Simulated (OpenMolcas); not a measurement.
**A workflow on SiAsNH6 (SMILES N[AsH][SiH3])**

We compute the energy (HF/ANO-R0), then the energy (CASSCF(2,2)/ANO-R1), then an energy scan (CASPT2(2,2)/ANO-R1), then the energy along one coordinate (SC-NEVPT2(2,2)/ANO-R1), then an energy scan (MC-PDFT[tPBE](2,2)/ANO-R1) of SiAsNH6. 

Program for the calculation: OpenMolcas 26.06.

## (1) The structure to begin with

SiAsNH6 has 9 atoms, charge 0, and is taken as a singlet. As SMILES, `N[AsH][SiH3]`. Geometry: relaxed at PBE0-D4/def2-TZVP. This is one conformer, not always the lowest.

Bond lengths: N1–As2 1.864 Å, As2–Si3 2.365 Å, N1–H4 1.011 Å, N1–H5 1.011 Å, As2–H6 1.537 Å, Si3–H7 1.488 Å, Si3–H8 1.485 Å, Si3–H9 1.489 Å. Some angles: N1–As2–Si3 95.0°, N1–As2–H6 101.5°, Si3–As2–H6 91.9°, As2–N1–H4 110.5°, As2–N1–H5 114.1°, As2–Si3–H7 108.9°, As2–Si3–H8 109.3°, As2–Si3–H9 111.1°, H4–N1–H5 108.7°, H7–Si3–H8 109.3°.

## (2) The energy at HF/ANO-R0 (sfX2C) (run 1)

Contents of struct.xyz:

```xyz
9

N     -1.101100     0.719000    -1.145600
As     0.735100     0.438100    -0.988900
Si     0.557300    -1.064700     0.828600
H     -1.303700     1.291400    -1.954300
H     -1.525300     1.144300    -0.332300
H      1.144100     1.592600    -0.059800
H      1.889500    -1.194000     1.477900
H      0.123900    -2.393300     0.326700
H     -0.431200    -0.579700     1.830600
```

Contents of step1.inp:

```
* AsH6NSi Hartree-Fock
>>> EXPORT MOLCAS_PRINT=2

&gateway
  coord = struct.xyz
  basis = ANO-R0
  group = NoSym

&seward

&scf
  prorbitals = 0

&localisation
  occupied
  freeze
  pipek-mezey

&localisation
  fileorb = $Project.LocOrb
  virtual
  pipek-mezey
```

Started as:

```console
export MOLCAS_MEM=1860
pymolcas step1.inp > step1.log
```

The program printed:

```text
--- Start Module: gateway ---
[...]
--- Stop Module: gateway /rc=_RC_ALL_IS_WELL_ ---
[...]
      Basis functions           38
[...]
       Convergence after  12 Iterations
[...]
::    Total SCF energy                              -2605.9084215669
[...]
      Total spin, S                                     0.0000000000
[...]
      Total electronic charge=   60.000000
      Total            charge=   -0.000000
[...]
      Dipole Moment (debye):
      Origin of the operator (angstrom)=    0.4485    0.1054   -0.5340
                   X= -1.0427E+00               Y=  2.0127E+00               Z= -1.4769E+00           Total=  2.7055E+00
      Quadrupole Moment (debye*angstrom):
[...]
--- Start Module: localisation ---
[...]
--- Stop Module: localisation /rc=_RC_ALL_IS_WELL_ ---
--- Start Module: localisation ---
[...]
--- Stop Module: localisation /rc=_RC_ALL_IS_WELL_ ---
[...]
```

It took 4.5 s on 1 thread of Arm Neoverse V1, shared host; peak memory 0.42 GiB.

## (3) A single-point energy at CASSCF(2,2)/ANO-R1 (sfX2C, RICD fitting) (run 2)

struct.xyz is that of step 2.

Contents of step2.inp:

```
* AsH6NSi CASSCF
>>> EXPORT MOLCAS_PRINT=2
&GATEWAY
Coord=struct.xyz
Basis=ANO-R0
Group=NoSym
&SEWARD
&RASSCF
FileOrb=$CurrDir/step1.LocOrb
Spin=1
Nactel=2 0 0
Inactive=29
Ras2=2
OrbListing=Nothing
>>> COPY $Project.RunFile RUNFIL1
>>> COPY $Project.RasOrb INPORB
&GATEWAY
Coord=struct.xyz
Basis=ANO-R1
Group=NoSym
RICD
&SEWARD
>>> COPY $Project.RunFile RUNFIL2
&EXPBAS
&RASSCF
FileOrb=$Project.ExpOrb
Spin=1
Nactel=2 0 0
Inactive=29
Ras2=2
OrbListing=Nothing
```

Started as:

```console
export MOLCAS_MEM=1860
pymolcas step2.inp > step2.log
```

The program printed:

```text
--- Start Module: gateway ---
[...]
--- Stop Module: gateway /rc=_RC_ALL_IS_WELL_ ---
[...]
      Basis functions           38
[...]
      Number of active orbitals                  2
[...]
      Spin quantum number                      0.0
[...]
      Active orbitals                            2
[...]
      Number of CSFs                             3
[...]
      Number of root(s) required                 1
[...]
      Convergence after 14 iterations
[...]
      printout of CI-coefficients larger than  0.05 for root  1
      energy=   -2605.918503
      conf/sym  11     Coeff  Weight
             1  20   0.99239 0.98484
             3  02  -0.12311 0.01516
      Natural orbitals and occupation numbers for root  1
      sym 1:   1.969686   0.030314
      ************************************************************************************************************************
      *                                                    Final results                                                     *
[...]
::    RASSCF root number  1 Total energy:  -2605.91850256
[...]
      Basis functions          101
[...]
--- Start Module: expbas ---
[...]
--- Stop Module: expbas /rc=_RC_ALL_IS_WELL_ ---
--- Start Module: rasscf ---
[...]
      Convergence after 24 iterations
[...]
      Natural orbitals and occupation numbers for root  1
      sym 1:   1.974477   0.025523
      ************************************************************************************************************************
      *                                                    Final results                                                     *
[...]
::    RASSCF root number  1 Total energy:  -2606.61880310
[...]
      Total electronic charge=   60.000000
      Total            charge=   -0.000000
[...]
      Dipole Moment (debye):
      Origin of the operator (angstrom)=    0.4485    0.1054   -0.5340
                   X= -2.0440E-01               Y=  1.2628E+00               Z=  3.2009E-01           Total=  1.3187E+00
      Quadrupole Moment (debye*angstrom):
[...]
--- Stop Module: rasscf /rc=_RC_ALL_IS_WELL_ ---
[...]
```

It took 23 s on 1 thread of Arm Neoverse V1, shared host; peak memory 0.42 GiB.

## (4) An energy scan at CASPT2(2,2)/ANO-R1 (sfX2C, RICD fitting, ipea shift 0.25 Eh, pt2 variant SS) (run 3)

Contents of step3.inp:

```
>>> COPY $CurrDir/step2.RasOrb $Project.RasOrb
>>> ForEach K in (1, 2, 3, 4, 5, 6, 7, 8, 9)

&GATEWAY
 Coord=$CurrDir/point$K.xyz
 Basis=ANO-R1
 Group=NoSym
 RICD

&SEWARD

&RASSCF
 FileOrb=$Project.RasOrb
 Spin=1
 Nactel=2 0 0
 Inactive=29
 Ras2=2
 OrbListing=Nothing

&CASPT2
 Imaginary=0.2
 Frozen=15
>>> EndDo
```

Started as:

```console
export MOLCAS_MEM=1860
pymolcas step3.inp > step3.log
```

The program printed (excerpt; [...] marks lines left out):

```text
[...]
      Basis functions          101
[...]
      Number of active orbitals                  2
[...]
      Spin quantum number                      0.0
[...]
      Active orbitals                            2
[...]
      Number of CSFs                             3
[...]
      Number of root(s) required                 1
[...]
      Convergence after 19 iterations
[...]
      Natural orbitals and occupation numbers for root  1
      sym 1:   1.980964   0.019036
      ************************************************************************************************************************
      *                                                    Final results                                                     *
[...]
::    RASSCF root number  1 Total energy:  -2606.59816792
[...]
      E2 (Variational):          -0.7683487775
[...]
::    CASPT2 Root  1     Total energy:  -2607.36651670
[...]
      Convergence after 18 iterations
[...]
      Natural orbitals and occupation numbers for root  1
      sym 1:   1.974477   0.025523
      ************************************************************************************************************************
      *                                                    Final results                                                     *
[...]
      Convergence after 12 iterations
[...]
      Natural orbitals and occupation numbers for root  1
      sym 1:   1.493170   0.506830
      ************************************************************************************************************************
      *                                                    Final results                                                     *
[...]
      Convergence after 11 iterations
[...]
      Natural orbitals and occupation numbers for root  1
      sym 1:   1.227637   0.772363
      ************************************************************************************************************************
      *                                                    Final results                                                     *
[...]
      Convergence after 10 iterations
[...]
::    RASSCF root number  1 Total energy:  -2606.53504744
[...]
::    CASPT2 Root  1     Total energy:  -2607.28418005
[...]
      Convergence after  6 iterations
[...]
::    RASSCF root number  1 Total energy:  -2606.53484532
[...]
      E2 (Variational):          -0.7490223622
[...]
::    CASPT2 Root  1     Total energy:  -2607.28386768
[...]
```

Run time: 2.3 min. Hardware: 1 thread of Arm Neoverse V1, shared host; peak memory 0.15 GiB.

The scan, from its lowest point:

```tsv
Si3–As2 (Å)	energy (kJ/mol)
2.129	43.4
2.365	0.0
2.602	18.8
2.956	85.6
3.429	170.2
4.021	229.8
4.730	253.3
5.676	259.5
7.095	260.3
```

## (5) The energy along one coordinate at SC-NEVPT2(2,2)/ANO-R1 (sfX2C, RICD fitting, pt2 variant SC-NEVPT2) (run 4)

Contents of step4.inp:

```
>>> COPY $CurrDir/step2.RasOrb $Project.RasOrb
>>> ForEach K in (1, 2, 3, 4, 5, 6, 7, 8, 9)

&GATEWAY
  Coord=$CurrDir/point$K.xyz
  Basis=ANO-R1
  Group=NoSym
  RICD

&SEWARD

&RASSCF
  FileOrb=$Project.RasOrb
  Spin=1
  Nactel=2 0 0
  Inactive=29
  Ras2=2
  OrbListing=Nothing

&CASPT2
  SC-NEVPT2
  Frozen=15
>>> EndDo
```

Started as:

```console
export MOLCAS_MEM=1860
pymolcas step4.inp > step4.log
```

The program printed (excerpt; [...] marks lines left out):

```text
[...]
      Basis functions          101
[...]
      Number of active orbitals                  2
[...]
      Spin quantum number                      0.0
[...]
      Active orbitals                            2
[...]
      Number of CSFs                             3
[...]
      Number of root(s) required                 1
[...]
      Convergence after 19 iterations
[...]
      Natural orbitals and occupation numbers for root  1
      sym 1:   1.980964   0.019036
      ************************************************************************************************************************
      *                                                    Final results                                                     *
[...]
::    RASSCF root number  1 Total energy:  -2606.59816792
[...]
      E2 (Variational):          -0.7659585023
[...]
::    SC-NEVPT2 Root  1     Total energy:  -2607.36408213
[...]
      Convergence after 18 iterations
[...]
      Natural orbitals and occupation numbers for root  1
      sym 1:   1.974477   0.025523
      ************************************************************************************************************************
      *                                                    Final results                                                     *
[...]
      Convergence after 12 iterations
[...]
      Natural orbitals and occupation numbers for root  1
      sym 1:   1.493170   0.506830
      ************************************************************************************************************************
      *                                                    Final results                                                     *
[...]
      Convergence after 11 iterations
[...]
      Natural orbitals and occupation numbers for root  1
      sym 1:   1.227637   0.772363
      ************************************************************************************************************************
      *                                                    Final results                                                     *
[...]
      Convergence after 10 iterations
[...]
::    RASSCF root number  1 Total energy:  -2606.53504744
[...]
::    SC-NEVPT2 Root  1     Total energy:  -2607.28323563
[...]
      Convergence after  6 iterations
[...]
::    RASSCF root number  1 Total energy:  -2606.53484532
[...]
      E2 (Variational):          -0.7479298581
[...]
::    SC-NEVPT2 Root  1     Total energy:  -2607.28277518
[...]
```

Wall time 2.3 min (1 thread of Arm Neoverse V1, shared host); peak memory 0.16 GiB.

The scan, from its lowest point:

```tsv
Si3–As2 (Å)	energy (kJ/mol)
2.129	49.9
2.365	0.0
2.602	21.0
2.956	87.3
3.429	173.0
4.021	233.3
4.730	256.2
5.676	262.1
7.095	263.3
```

## (6) The energy along one coordinate at MC-PDFT[tPBE](2,2)/ANO-R1 (sfX2C, RICD fitting) (run 5)

Contents of step5.input:

```
>>> COPY $CurrDir/step2.RasOrb $Project.RasOrb
>>> ForEach K in (1, 2, 3, 4, 5, 6, 7, 8, 9)

&GATEWAY
 Coord
 $CurrDir/point$K.xyz
 Basis
 ANO-R1
 Group
 NoSym
 RICD

&SEWARD

&RASSCF
 FileOrb
 $Project.RasOrb
 Spin
 1
 Nactel
 2 0 0
 Inactive
 29
 Ras2
 2
 OrbListing
 Nothing

&MCPDFT
 KSDFT
 T:PBE
>>> EndDo
```

Started as:

```console
export MOLCAS_MEM=1860
pymolcas step5.input > step5.log
```

The program printed (excerpt; [...] marks lines left out):

```text
--- Start Module: gateway ---
[...]
      Basis functions          101
[...]
      Number of active orbitals                  2
[...]
      Spin quantum number                      0.0
[...]
      Active orbitals                            2
[...]
      Number of CSFs                             3
[...]
      Number of root(s) required                 1
[...]
      Convergence after 19 iterations
[...]
      Natural orbitals and occupation numbers for root  1
      sym 1:   1.980964   0.019036
      ************************************************************************************************************************
      *                                                    Final results                                                     *
[...]
::    RASSCF root number  1 Total energy:  -2606.59816792
[...]
::    MCPDFT root number  1 Total energy:  -2608.75291797
[...]
      Convergence after 18 iterations
[...]
      Natural orbitals and occupation numbers for root  1
      sym 1:   1.974477   0.025523
      ************************************************************************************************************************
      *                                                    Final results                                                     *
[...]
      Convergence after 12 iterations
[...]
      Natural orbitals and occupation numbers for root  1
      sym 1:   1.493170   0.506830
      ************************************************************************************************************************
      *                                                    Final results                                                     *
[...]
      Convergence after 11 iterations
[...]
      Natural orbitals and occupation numbers for root  1
      sym 1:   1.227637   0.772363
      ************************************************************************************************************************
      *                                                    Final results                                                     *
[...]
      Convergence after 10 iterations
[...]
::    RASSCF root number  1 Total energy:  -2606.53504744
[...]
::    MCPDFT root number  1 Total energy:  -2608.66447369
[...]
      Convergence after  6 iterations
[...]
::    RASSCF root number  1 Total energy:  -2606.53484532
[...]
      Total electronic charge=   60.000000
      Total            charge=   -0.000000
[...]
::    MCPDFT root number  1 Total energy:  -2608.66427025
[...]
```

Wall time 2.4 min (1 thread of Arm Neoverse V1, shared host); peak memory 0.16 GiB.

The scan, from its lowest point:

```tsv
Si3–As2 (Å)	energy (kJ/mol)
2.129	45.1
2.365	0.0
2.602	18.0
2.956	83.3
3.429	173.8
4.021	244.2
4.730	271.7
5.676	277.3
7.095	277.8
```

## (7) Summary of results

| quantity | value |
| --- | --- |
| run 1, HF/ANO-R0: total energy | -2605.90842 Eh |
| run 1, HF/ANO-R0: dipole moment | 2.71 D |
| run 1, HF/ANO-R0: HOMO energy | -10.92 eV |
| run 1, HF/ANO-R0: LUMO energy | 2.60 eV |
| run 1, HF/ANO-R0: HOMO–LUMO gap | 13.52 eV |
| run 2, CASSCF(2,2)/ANO-R1: total energy | -2606.61880 Eh |
| run 2, CASSCF(2,2)/ANO-R1: dipole moment (CASSCF density) | 1.32 D |
| run 3, CASPT2(2,2)/ANO-R1: lowest energy of the scan | -2607.38303 Eh |
| run 4, SC-NEVPT2(2,2)/ANO-R1: lowest energy of the scan | -2607.38307 Eh |
| run 5, MC-PDFT[tPBE](2,2)/ANO-R1: lowest energy of the scan | -2608.77008 Eh |

**Reading.** Mulliken charges (run 2, CASSCF(2,2)/ANO-R1) run from -0.59 on N1 to +0.30 on As2.
